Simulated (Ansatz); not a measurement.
# AlIn2: the cost of one run

Method: DFT PBE, scalar-relativistic, plane waves, PAW, in Ansatz 0.2.0.

1 further run of the same task is left out (it didn't finish). Runs told in other sessions of the task aren't counted.

## 1. The system as given

It takes space group I4/mcm (No. 140, tetragonal). Conventional cell: a = 6.533 Å, b = 6.533 Å, c = 5.450 Å, α = 90.00°, β = 90.00°, γ = 90.00°. Al (site symmetry 422) has 2 Al at 2.72 Å and 8 In at 2.81 Å in its first shell of neighbours. In (site symmetry m2m) has 4 Al at 2.81 Å and 3 In at 2.93 to 3.21 Å in its first shell of neighbours.

Coordinates:

```cif
data_structure
_symmetry_space_group_name_H-M 'P 1'
_symmetry_Int_Tables_number 1
_cell_length_a 5.3633
_cell_length_b 5.3633
_cell_length_c 5.3633
_cell_angle_alpha 104.958
_cell_angle_beta 104.958
_cell_angle_gamma 118.932
_cell_volume 116.30
loop_
_atom_site_label
_atom_site_type_symbol
_atom_site_fract_x
_atom_site_fract_y
_atom_site_fract_z
_atom_site_occupancy
Al1 Al 0.75000 0.75000 0.00000 1
Al2 Al 0.25000 0.25000 0.00000 1
In1 In 0.65855 0.15855 0.81710 1
In2 In 0.15855 0.34145 0.50000 1
In3 In 0.84145 0.65855 0.50000 1
In4 In 0.34145 0.84145 0.18290 1
```

A structure generator made this guess: species swapped into a database cell of MnGe2 (I4/mcm, No. 140), with Al on the Mn sites and In on the Ge sites. Its size is a rough estimate.

## 2. A first look at the guess

input.yaml reads:

```yaml
crystal:
  lattice:
    - [-3.26651823, 3.26651823, 2.72479526]
    - [3.26651823, -3.26651823, 2.72479526]
    - [3.26651823, 3.26651823, -2.72479526]
  atoms:
    - { symbol: Al, position: [0.75, 0.75, 0.0] }
    - { symbol: Al, position: [0.25, 0.25, 0.0] }
    - { symbol: In, position: [0.65855083, 0.15855083, 0.81710166] }
    - { symbol: In, position: [0.15855083, 0.34144917, 0.5] }
    - { symbol: In, position: [0.84144917, 0.65855083, 0.5] }
    - { symbol: In, position: [0.34144917, 0.84144917, 0.18289834] }
basis:
  ecutwfc: 420
kpoints:
  mp_grid: { grid: [4, 4, 4] }
hamiltonian:
  xc: pbe
scf:
  occupations: { method: gaussian, width: 0.1 }
  lower_state_search: "off"
output:
  forces: true
  stress: true
  eigenvalues: true
```

Command:

```
ansatz run input.yaml --threads 1 --pin off --max-ram 2560MiB --backend cpu --events-out ev --progress --plain --runs-dir out
```

What time and memory should one allow on 1 thread of Intel Xeon at 2.50GHz (Skylake/Cascade Lake), shared host?

About 5.7 s, with a peak of 0.39 GiB.
